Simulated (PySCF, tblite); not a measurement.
**CH10AsNSi2: geometry, infrared bands and NMR shifts**

Wanted: the infrared bands and NMR shifts of CH10AsNSi2 (`CN[SiH2][SiH2][AsH2]`), by calculation.

Programs: tblite 0.8.0 and PySCF 2.14.0, with density-fitted response routines of our own. Each step states its level of theory. These are calculated values for one molecule in the gas phase, unless marked as measured. Atoms are numbered from 0 throughout.

### 1 The molecule as given

15 atoms, charge 0, multiplicity 1; geometry from: force field or distance geometry start.

Bonds of the start (Å): C0–N1 1.44, N1–Si2 1.78, Si2–Si3 2.22, Si3–As4 2.31, C0–H5 1.10, C0–H6 1.13, C0–H7 1.10, N1–H8 1.02, Si2–H9 1.47, Si2–H10 1.48, Si3–H11 1.48, Si3–H12 1.47, As4–H13 1.57, As4–H14 1.58.

### 2 Geometry optimisation with GFN2-xTB

Job settings and geometry (Å):

```
{"job": {"kind": "relax", "xc": "GFN2-xTB", "basis": "xTB"}, "charge": 0, "multiplicity": 1}
C     -2.427200    -0.539100     0.080500
N     -1.622000     0.628600     0.315300
Si    -0.166700     0.717300    -0.700000
Si     1.318100    -0.856200    -0.217900
As     3.352000     0.180200     0.161500
H     -2.281800    -1.269900     0.888200
H     -3.503300    -0.218800     0.157400
H     -2.312400    -0.957100    -0.926900
H     -2.129200     1.512200     0.365900
H     -0.486900     0.694800    -2.130200
H      0.471300     2.016800    -0.417200
H      0.874500    -1.543800     1.017300
H      1.367500    -1.831600    -1.312700
H      4.386000    -0.269400    -0.932500
H      3.155800     1.743900     0.123700
```

Command:

```bash
$ OMP_NUM_THREADS=1 python probes_run.py task.json out
```

The driver reads the jobs from task.json and runs them one after another.

**Question.** This job is followed by: GFN2-xTB harmonic vibrations, gas phase; GIAO PBE0/pcSseg-1 NMR shielding, non-relativistic, gas phase. What will the session give for the following? strongest single infrared mode (GFN2-xTB); zero-point energy (GFN2-xTB); 13C shifts against TMS (PBE0/pcSseg-1); 1H shifts against TMS (PBE0/pcSseg-1, means over atoms taken as alike); 15N shifts against NH3 (PBE0/pcSseg-1); 29Si shifts against TMS (PBE0/pcSseg-1); 75As shifts against AsH3 (PBE0/pcSseg-1).

The runs gave:

| quantity | value |
| --- | --- |
| strongest single infrared mode (GFN2-xTB) | 1897 cm⁻¹, 683 km/mol |
| zero-point energy (GFN2-xTB) | 62.8 kcal/mol |
| 13C shifts against TMS (PBE0/pcSseg-1) | 33.9 ppm |
| 1H shifts against TMS (PBE0/pcSseg-1, means over atoms taken as alike) | 4.98, 3.91, 2.73, 1.49, -0.43 ppm |
| 15N shifts against NH3 (PBE0/pcSseg-1) | 12.1 ppm |
| 29Si shifts against TMS (PBE0/pcSseg-1) | -40.5, -104.5 ppm |
| 75As shifts against AsH3 (PBE0/pcSseg-1) | -34 ppm |

What this shows: The optimisation took 158 steps and gained 1.088 eV; among the close pairs (by a distance rule), Si2–Si3 changed most, from 2.217 to 2.332 Å. All 39 modes are real, so the xTB geometry is a minimum. GFN2-xTB is a fitted tight-binding method: band positions and strengths are rough. Its intensities can rank the bands wrongly. At PBE0/pcSseg-1: The largest span, 366 ppm, is at As4, where the paramagnetic term is -856 ppm. Spin-orbit coupling is left out, which matters for shieldings and couplings at and beside the heavy atoms.
